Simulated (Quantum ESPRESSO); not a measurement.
## PtSe: zone-centre phonons under several settings

```
Pt Se
1.0
     0.00000    2.79841    2.79841
     2.79841    0.00000    2.79841
     2.79841    2.79841    0.00000
Pt Se
1 1
Direct
  0.50000 0.50000 0.50000
  0.00000 0.00000 0.00000
```

The cell comes from a database or a generator and needn't be the stable form of this composition.

All runs used Quantum ESPRESSO 7.5; k mesh 4 × 4 × 4, shifted; relaxed cell; no spin polarisation; cutoff 612 eV; occupations fermi-dirac, width 0.05 eV.

```csv
level,potentials,volume (Å³/atom),pressure (GPa),lowest optical mode without the field (cm⁻¹)
LDA,GBRV 1.5 LDA,17.28,-0.2,158
PBE,GBRV 1.5 PBE,18.42,-0.2,136
PBEsol,GBRV 1.5 PBEsol,?,-0.2,?
RPBE,GBRV 1.5 PBE,18.81,-0.2,127
revPBE,GBRV 1.5 PBE,18.69,-0.2,129
BLYP,GBRV 1.5 PBE,19.81,-0.1,112
vdW-DF-cx,GBRV 1.5 PBE,17.81,-0.2,153
```

Question: What stands in the row left open?

Answer: Volume 17.61 Å³/atom; lowest optical mode without the field 152 cm⁻¹.

Caveats: all runs use coarse meshes; the mesh is thin for the phonons of a metal; the volume moved by over 15 % at a fixed basis, so the end points are rough (some runs); the potentials were made for another functional, which shifts forces and pressure (some runs).

For the row left open. Caveat: the k mesh is coarse (spacing up to 0.49 Å⁻¹), so the values aren't converged; the mesh is thin for the phonons of a metal; the volume moved by over 15 % at a fixed basis, so the end points are rough.
